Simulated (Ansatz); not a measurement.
# LaInAu: a short molecular-dynamics run

What does LaInAu do over 40 steps of 0.5 fs under a Nosé-Hoover thermostat at 900 K? The cell is a randomly packed cell of 9 atoms, taken as it stands, without a relaxation.

All numbers below are computed with Ansatz 0.2.0 (DFT PBE+D3(BJ) with three-body term, plane waves, PAW, scalar-relativistic, no spin polarisation).

### 1 The structure to begin with

The cell holds 9 atoms (Au3In3La3): a = 6.925 Å, b = 4.832 Å, c = 7.069 Å, α = 84.14°, β = 93.73°, γ = 92.76°.

Structure file:

```xyz
9
Lattice="6.9112 -0.3817 -0.1994 0.0214 4.8153 -0.4041 -0.1884 1.3079 6.9439" Properties=species:S:1:pos:R:3 pbc="T T T"
Au    5.8612    1.2363    2.3627
In    1.6444    1.6143    2.4294
In    3.1263    4.1277    1.9818
In    5.0736    4.2988    0.0988
Au   -0.0270    2.1592    4.9391
Au    0.5263    4.0559    2.5677
La    5.1678    4.1807    4.2967
La    2.9019    1.8632    5.3009
La    1.1859    3.1243   -0.2511
```

### 2 The run

Contents of input.yaml:

```yaml
crystal:
  lattice:
    - [6.911198, -0.381656, -0.199354]
    - [0.021392, 4.81535, -0.404118]
    - [-0.188417, 1.307887, 6.943925]
  atoms:
    - { symbol: Au, position: [0.857682, 0.222105, 0.377804] }
    - { symbol: In, position: [0.247287, 0.253867, 0.371732] }
    - { symbol: In, position: [0.459285, 0.799868, 0.34513] }
    - { symbol: In, position: [0.733678, 0.926645, 0.089213] }
    - { symbol: Au, position: [0.015123, 0.252305, 0.726403] }
    - { symbol: Au, position: [0.085195, 0.736299, 0.415072] }
    - { symbol: La, position: [0.764089, 0.743002, 0.683952] }
    - { symbol: La, position: [0.440725, 0.207798, 0.788135] }
    - { symbol: La, position: [0.169736, 0.66034, 0.007141] }
kpoints:
  mp_grid: { grid: [2, 3, 2] }
magnetization:
  spin_polarized: false
scf:
  occupations: { method: fermi_dirac, width: 0.05 }
  lower_state_search: "off"
hamiltonian:
  pseudopotentials: { kind: paw }
  xc: pbe
  dispersion: d3bjatm
basis:
  ecutwfc: 420
md:
  timestep: 0.5
  n_steps: 40
  ensemble: nvt_nose_hoover
  temperature: 900.0
  initial_velocities: maxwell_boltzmann
  seed: 439872
```

Command:

```console
$ ansatz run input.yaml --threads 2 --pin off --max-ram 2560MiB --backend cpu --events-out ev --progress --plain --runs-dir out
```

Standard output, cut to the lines that bear on the results:

```text
Warning: md: disabling space-group detection — thermal motion breaks the input geometry's symmetry, so no spatial operation reduces the k-mesh or symmetrises the density; time reversal is kept, so that k and −k are solved as one point where they differ and the mesh holds both, and exact [...]
Warning: RAYON_NUM_THREADS=2 ignored (pool sized by the plan → 2); use --threads N
[...]
Pseudopotentials: kind: paw
Pseudopotential: Au, paw, valence charge 19, recommended cutoff 420 eV (normal), Au.paw.azcp
Pseudopotential: In, paw, valence charge 13, recommended cutoff 420 eV (normal), In.paw.azcp
Pseudopotential: La, paw, valence charge 11, recommended cutoff 420 eV (normal), La.paw.azcp
Functional definition: PBE
[...]
Crystal: 9 atoms, lattice volume = 234.587 Å³
Basis set: ecut = 420 eV, 4571 PW (Γ), exchange–correlation on 96×72×96 points (8 copies of the dense FFT grid, shifted against one another)
Bands: 78, of which v1, the nominal top of the filled ones, is band 65 counted from 1 (64 counted from 0)
Symmetry: 1 space group operations
k-points: 8 of 12 (time reversal used)
[...]
SCF iter   1: F=—  HF=-74995.598972 eV  |F-HF|=—  |Δ(HF+E_count)|=         —  Δρ=4.35e-3  dr2=1.03e-1  ethr=1.77e-3  ⟨swp⟩=8.2  Hψ=2710  notcnv=0
[...]
md step     0: t =     0.00 fs  T =   900.0 K  F+E_penalty+E_count = -74995.59400860 eV  E_kin = 0.930672 eV  conserved = -74994.66333660 eV  (10 SCF iters)
[...]
md step    10: t =     5.00 fs  T =   908.0 K  F+E_penalty+E_count = -74995.60232728 eV  E_kin = 0.938983 eV  conserved = -74994.66333742 eV  (7 SCF iters)
[...]
md step    20: t =    10.00 fs  T =   917.7 K  F+E_penalty+E_count = -74995.61237099 eV  E_kin = 0.948977 eV  conserved = -74994.66333746 eV  (7 SCF iters)
[...]
md step    30: t =    15.00 fs  T =   928.8 K  F+E_penalty+E_count = -74995.62399174 eV  E_kin = 0.960454 eV  conserved = -74994.66333693 eV  (6 SCF iters)
[...]
md step    39: t =    19.50 fs  T =   940.3 K  F+E_penalty+E_count = -74995.63619584 eV  E_kin = 0.972394 eV  conserved = -74994.66333598 eV  (2 SCF iters)
[...]
md step    40: t =    20.00 fs  T =   941.7 K  F+E_penalty+E_count = -74995.63768171 eV  E_kin = 0.973840 eV  conserved = -74994.66333589 eV  (6 SCF iters)
SCF converged after 6 iterations
Free energy (F): -74995.637682 eV
[...]
E sigma→0 (E₀):  -74995.606018 eV
Entropy (-TS):   -0.063328 eV (-7.036 meV/atom)
Fermi energy:    13.277090 eV
[...]
--- Forces (eV/Å), atoms counted from 1 ---
  atom   1  Au    -1.13891987     0.60945302    -0.79111272
  atom   2  In     0.36566301     0.15251473    -0.27646499
  atom   3  In    -0.05179320    -0.40797346     0.75816971
  atom   4  In     1.50146479    -0.60724928     0.19434586
  atom   5  Au     0.74345422    -0.10222973     1.06443736
  atom   6  Au    -0.32839395    -0.44443233     0.60366979
  atom   7  La    -0.08387565    -0.26587040     0.47932858
  atom   8  La    -0.31102999     0.38293407    -1.11517346
[...]
--- MD trajectory: 40 steps, t = 0.0 → 20.0 fs ---
  final state: T = 941.7 K   F+E_penalty+E_count = -74995.63768171 eV   E_kin = 0.973840 eV
  conserved energy: peak-to-peak 1.739e-6 eV (1.932e-7 eV/atom) over 20.0 fs
```

Run time: 4.7 min. Hardware: 2 threads of Arm Neoverse N1, shared host; peak memory 0.66 GiB.

### 3 The trajectory

The trajectory, every 3 steps (energies from step 0); msd is the mean square displacement from the start, the centre of mass held:

```csv
time (fs),T (K),potential energy change (meV/atom),conserved energy change (meV/atom),msd In (Å²),msd Au (Å²),msd La (Å²)
0.0,900,0.0,0.00,0.000,0.000,0.000
1.5,902,-0.3,0.00,0.000,0.000,0.000
3.0,905,-0.5,0.00,0.000,0.000,0.000
4.5,907,-0.8,0.00,0.001,0.000,0.000
6.0,910,-1.1,0.00,0.001,0.000,0.000
7.5,913,-1.5,0.00,0.002,0.000,0.000
9.0,916,-1.8,0.00,0.003,0.001,0.001
10.5,919,-2.2,0.00,0.004,0.001,0.001
12.0,922,-2.5,0.00,0.005,0.001,0.001
13.5,925,-2.9,0.00,0.006,0.001,0.001
15.0,929,-3.3,0.00,0.007,0.002,0.002
16.5,932,-3.8,0.00,0.009,0.002,0.002
18.0,936,-4.2,0.00,0.010,0.002,0.002
19.5,940,-4.7,0.00,0.012,0.003,0.003
20.0,942,-4.9,0.00,0.013,0.003,0.003
```

time (fs), T (K) and a bar:
```
      0.0        900 
      1.0        901 #
      1.5        902 ##
      2.5        904 ###
      3.5        905 ####
      4.5        907 #####
      5.0        908 ######
      6.0        910 #######
      7.0        912 ########
      8.0        914 ##########
      8.5        915 ###########
      9.5        917 ############
     10.5        919 #############
     11.5        921 ###############
     12.0        922 ################
     13.0        924 #################
     14.0        926 ###################
     15.0        929 #####################
     15.5        930 ######################
     16.5        932 #######################
     17.5        935 #########################
     18.5        938 ###########################
     19.0        939 ############################
     20.0        942 ##############################
```

### 4 Positions and forces

Positions (Å) and forces (eV/Å):

```xyz
9
Lattice="6.911 -0.382 -0.199 0.021 4.815 -0.404 -0.188 1.308 6.944" Properties=species:S:1:pos:R:3:forces:R:3 pbc="T T T" time_fs=2.5 T=904 dE=-0.0039
Au    5.862    1.234    2.361   -1.489    0.632   -0.805
In    1.647    1.610    2.417    0.648   -0.027   -0.544
In    3.138    4.133    1.984    0.884   -0.160    0.780
In    5.062    4.302    0.090    1.098   -0.554    0.119
Au   -0.033    2.159    4.940    0.499   -0.038    1.146
Au    0.528    4.058    2.576   -1.066   -0.188    0.694
La    5.171    4.177    4.291   -0.095   -0.406    0.060
La    2.903    1.862    5.301    0.205    0.266   -0.679
La    1.185    3.127   -0.243   -0.685    0.476   -0.771
9
Lattice="6.911 -0.382 -0.199 0.021 4.815 -0.404 -0.188 1.308 6.944" Properties=species:S:1:pos:R:3:forces:R:3 pbc="T T T" time_fs=5.0 T=908 dE=-0.0083
Au    5.862    1.231    2.360   -1.453    0.626   -0.819
In    1.651    1.605    2.404    0.616    0.016   -0.507
In    3.151    4.138    1.988    0.751   -0.199    0.795
In    5.051    4.305    0.082    1.171   -0.560    0.129
Au   -0.040    2.159    4.942    0.546   -0.040    1.147
Au    0.529    4.060    2.585   -0.965   -0.237    0.692
La    5.175    4.173    4.286   -0.097   -0.392    0.110
La    2.904    1.860    5.301    0.124    0.283   -0.749
La    1.184    3.131   -0.235   -0.693    0.502   -0.799
9
Lattice="6.911 -0.382 -0.199 0.021 4.815 -0.404 -0.188 1.308 6.944" Properties=species:S:1:pos:R:3:forces:R:3 pbc="T T T" time_fs=7.5 T=913 dE=-0.0132
Au    5.861    1.229    2.358   -1.412    0.621   -0.827
In    1.654    1.600    2.391    0.581    0.054   -0.469
In    3.163    4.143    1.991    0.616   -0.238    0.805
In    5.040    4.308    0.073    1.240   -0.567    0.139
Au   -0.046    2.159    4.944    0.589   -0.045    1.144
Au    0.530    4.061    2.594   -0.861   -0.281    0.686
La    5.178    4.169    4.281   -0.098   -0.376    0.164
La    2.905    1.859    5.301    0.045    0.301   -0.817
La    1.182    3.134   -0.228   -0.699    0.531   -0.824
9
Lattice="6.911 -0.382 -0.199 0.021 4.815 -0.404 -0.188 1.308 6.944" Properties=species:S:1:pos:R:3:forces:R:3 pbc="T T T" time_fs=10.0 T=918 dE=-0.0184
Au    5.861    1.227    2.356   -1.365    0.618   -0.830
In    1.658    1.596    2.377    0.542    0.086   -0.431
In    3.177    4.147    1.995    0.480   -0.275    0.809
In    5.030    4.310    0.065    1.305   -0.574    0.149
Au   -0.052    2.159    4.946    0.628   -0.052    1.136
Au    0.531    4.063    2.604   -0.755   -0.323    0.677
La    5.182    4.165    4.276   -0.098   -0.357    0.221
La    2.906    1.858    5.301   -0.032    0.318   -0.883
La    1.181    3.138   -0.221   -0.702    0.560   -0.848
9
Lattice="6.911 -0.382 -0.199 0.021 4.815 -0.404 -0.188 1.308 6.944" Properties=species:S:1:pos:R:3:forces:R:3 pbc="T T T" time_fs=12.5 T=923 dE=-0.0240
Au    5.859    1.225    2.354   -1.314    0.615   -0.828
In    1.662    1.591    2.364    0.500    0.112   -0.392
In    3.190    4.152    2.000    0.344   -0.311    0.807
In    5.021    4.312    0.056    1.364   -0.582    0.159
Au   -0.058    2.159    4.948    0.663   -0.062    1.124
Au    0.531    4.065    2.613   -0.649   -0.359    0.664
La    5.185    4.161    4.271   -0.097   -0.337    0.281
La    2.908    1.856    5.300   -0.107    0.335   -0.946
La    1.178    3.142   -0.214   -0.704    0.590   -0.868
9
Lattice="6.911 -0.382 -0.199 0.021 4.815 -0.404 -0.188 1.308 6.944" Properties=species:S:1:pos:R:3:forces:R:3 pbc="T T T" time_fs=15.0 T=929 dE=-0.0300
Au    5.858    1.224    2.351   -1.259    0.612   -0.820
In    1.667    1.587    2.350    0.456    0.131   -0.353
In    3.204    4.156    2.004    0.210   -0.346    0.798
In    5.012    4.314    0.048    1.417   -0.590    0.170
Au   -0.064    2.159    4.951    0.693   -0.073    1.107
Au    0.532    4.066    2.623   -0.542   -0.392    0.647
La    5.188    4.156    4.266   -0.094   -0.315    0.345
La    2.909    1.855    5.298   -0.179    0.352   -1.006
La    1.176    3.146   -0.208   -0.703    0.621   -0.887
9
Lattice="6.911 -0.382 -0.199 0.021 4.815 -0.404 -0.188 1.308 6.944" Properties=species:S:1:pos:R:3:forces:R:3 pbc="T T T" time_fs=17.5 T=935 dE=-0.0365
Au    5.856    1.222    2.348   -1.201    0.611   -0.808
In    1.671    1.582    2.336    0.411    0.145   -0.315
In    3.217    4.161    2.010    0.077   -0.378    0.782
In    5.005    4.316    0.040    1.463   -0.599    0.181
Au   -0.069    2.159    4.955    0.720   -0.087    1.088
Au    0.532    4.067    2.633   -0.435   -0.420    0.627
La    5.192    4.152    4.261   -0.090   -0.291    0.411
La    2.910    1.855    5.296   -0.247    0.368   -1.063
La    1.173    3.151   -0.202   -0.701    0.652   -0.903
9
Lattice="6.911 -0.382 -0.199 0.021 4.815 -0.404 -0.188 1.308 6.944" Properties=species:S:1:pos:R:3:forces:R:3 pbc="T T T" time_fs=20.0 T=942 dE=-0.0437
Au    5.853    1.221    2.345   -1.139    0.609   -0.791
In    1.676    1.578    2.321    0.366    0.153   -0.276
In    3.231    4.165    2.015   -0.052   -0.408    0.758
In    4.998    4.317    0.032    1.501   -0.607    0.194
Au   -0.074    2.159    4.958    0.743   -0.102    1.064
Au    0.532    4.069    2.643   -0.328   -0.444    0.604
La    5.195    4.147    4.257   -0.084   -0.266    0.479
La    2.911    1.854    5.294   -0.311    0.383   -1.115
La    1.170    3.156   -0.196   -0.697    0.683   -0.917
```

### 5 Outcome

| quantity | value |
| --- | --- |
| length | 40 steps of 0.5 fs |
| temperature, first and last step | 900 and 942 K |
| temperature, second half | mean 929 K, from 918 to 942 K |
| potential energy, second half | -3 meV/atom from the start |
| largest change of the conserved energy | 0.00 meV/atom |
| mean square displacement, second half | In 0.007, Au 0.002, La 0.002 Å² |

What this shows: Against a set 900 K the second half averages 929 K with a spread of 7 K (in equilibrium 9 atoms would scatter by about 260 K, over a far longer run). The conserved energy strays from its start by at most 0.00 meV/atom, under 0.1 % of the mean kinetic energy, so a step of 0.5 fs is short enough over this time. Over the second half In atoms stand 0.1 Å (root mean square) from where they began, and the farthest move is 0.1 Å. Settings off the usual here: scf.lower_state_search, hamiltonian.dispersion. 20 fs on 9 atoms is far too short and small for converged averages. The k-mesh is coarse.
